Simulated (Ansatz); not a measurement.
This script for a scan of the Hubbard U of ZnSn₂N₂, space group P-4m2 with the Ansatz DFT code, driven from Python holds a mistake.

`znsn2n2.py`
```python
"""DFT+U scan for ZnSn2N2."""

import ansatz as az
import numpy as np
from tabulate import tabulate

config = {
    "functional": "pbesol",
    "cutoff_ev": 510,
    "mesh": (6, 6, 2),
}


def count_gap(report):
    # lowest empty less highest filled band, counting bands; zero where they overlap
    return max(report.get("gap_by_band_count_ev") or 0.0, 0.0)


def main() -> None:
    lattice = az.Lattice.of(
        (3.352326, 0.0, 0.0),
        (0.0, 3.352326, 0.0),
        (0.0, 0.0, 8.064209),
    )
    sites = [
        ("Zn", (0.0, 0.0, 0.0)),
        ("Sn", (0.5, 0.5, 0.694173)),
        ("Sn", (0.5, 0.5, 0.305827)),
        ("N", (0.5, 0.0, 0.14581)),
        ("N", (0.0, 0.5, 0.85419)),
    ]
    system = az.Crystal(lattice=lattice)
    for symbol, position in sites:
        system = system.atom(symbol, position)

    model = (
        system.calculation()
        .functional(config["functional"])
        .occupations(az.OccupationsMethod.FIXED)  # no smearing
        .basis(config["cutoff_ev"])
        .kpoints(*config["mesh"])  # sampling of the Brillouin zone
        .band_table()  # levels at the mesh points
    )
    rows = []
    for u in [2.0, 4.0, 6.0, 8.0]:
        report = model.hubbard("Zn", "d", u_eff=u).run(threads=1).report
        shell = report["hubbard"]["n_scf"]
        rows.append((u, count_gap(report), sum(shell) / len(shell), report["n_iterations"]))
    print(tabulate(rows, headers=["U_eff eV", "gap by band count eV", "Zn d occupation (projector)", "iterations"], floatfmt=".4f", tablefmt="github"))


if __name__ == "__main__":
    main()
```

`python znsn2n2.py` gives:
```text
RunWarning: iter 1: σ=0 fill of 25 bands saw a band overlap (occupied 8.2563 eV > unoccupied 7.6967 eV) — on an unconverged iterate often a transient of an unconverged empty band; one that stands at [...]
RunWarning: a fill by count may have filled part of one level: at k-index 19 the highest filled band, 7.761795 eV, and the lowest empty band, 7.761795 eV, stand 7.727e-14 eV apart, within the solve's [...]
RunWarning: the bands overlap at the fill by count (25 filled at each k-point of a channel): the highest filled level, 9.181271 eV at k-index 0, stands 1.7218 eV over the lowest empty one, 7.459483 [...]
|   U_eff eV |   gap by band count eV |   Zn d occupation (projector) |   iterations |
|------------|------------------------|-------------------------------|--------------|
|     2.0000 |                 0.0000 |                        9.9497 |           10 |
|     4.0000 |                 0.0000 |                        9.9571 |           10 |
|     6.0000 |                 0.0000 |                        9.9629 |           10 |
|     8.0000 |                 0.0000 |                        9.9675 |           10 |
```
(Warnings from the package without file and line, shortened, repeats left out.)

No error stopped it. What is wrong with the input all the same?

The fault: fixed occupations, though the bands overlap at this level of theory. The correction:

```diff
--- before
+++ after
@@ -8,2 +8,4 @@
     "functional": "pbesol",
+    "filling": "fermi_dirac",
+    "smearing_width": 0.05,
     "cutoff_ev": 510,
@@ -38,3 +40,3 @@
         .functional(config["functional"])
-        .occupations(az.OccupationsMethod.FIXED)  # no smearing
+        .occupations(config["filling"], width=config["smearing_width"])  # smearing steadies the SCF of a metal
         .basis(config["cutoff_ev"])
```

With that change:

Running `python znsn2n2.py` prints:
```text
|   U_eff eV |   gap by band count eV |   Zn d occupation (projector) |   iterations |
|------------|------------------------|-------------------------------|--------------|
|     2.0000 |                 0.0000 |                        9.9476 |           12 |
|     4.0000 |                 0.0000 |                        9.9555 |           11 |
|     6.0000 |                 0.0000 |                        9.9617 |           11 |
|     8.0000 |                 0.0000 |                        9.9666 |           12 |
```

What to keep in mind:
- For a metal this k-point mesh is coarse: on a finer one energies can move by several to tens of meV an atom and pressures by half a GPa or more, differences at one mesh by less.
- A gap by band count of zero or less means overlapping bands, a metal.
- A Hubbard U without spin forces both spins into the same orbitals, which can open a gap or pick a state that a spin-polarised run wouldn't.
- This cell is a computed structure, which may not be the phase found in nature.
- Levels are Kohn-Sham eigenvalues on this mesh, without spin-orbit coupling.
- Shell occupations and the effect of U depend on the projectors; a run with no .spin step is spin-unpolarised, and each U may end in a state that isn't the lowest.
- Timing: 34 s on 1 thread of Arm Neoverse V1 (shared host), peak memory 0.45 GiB.
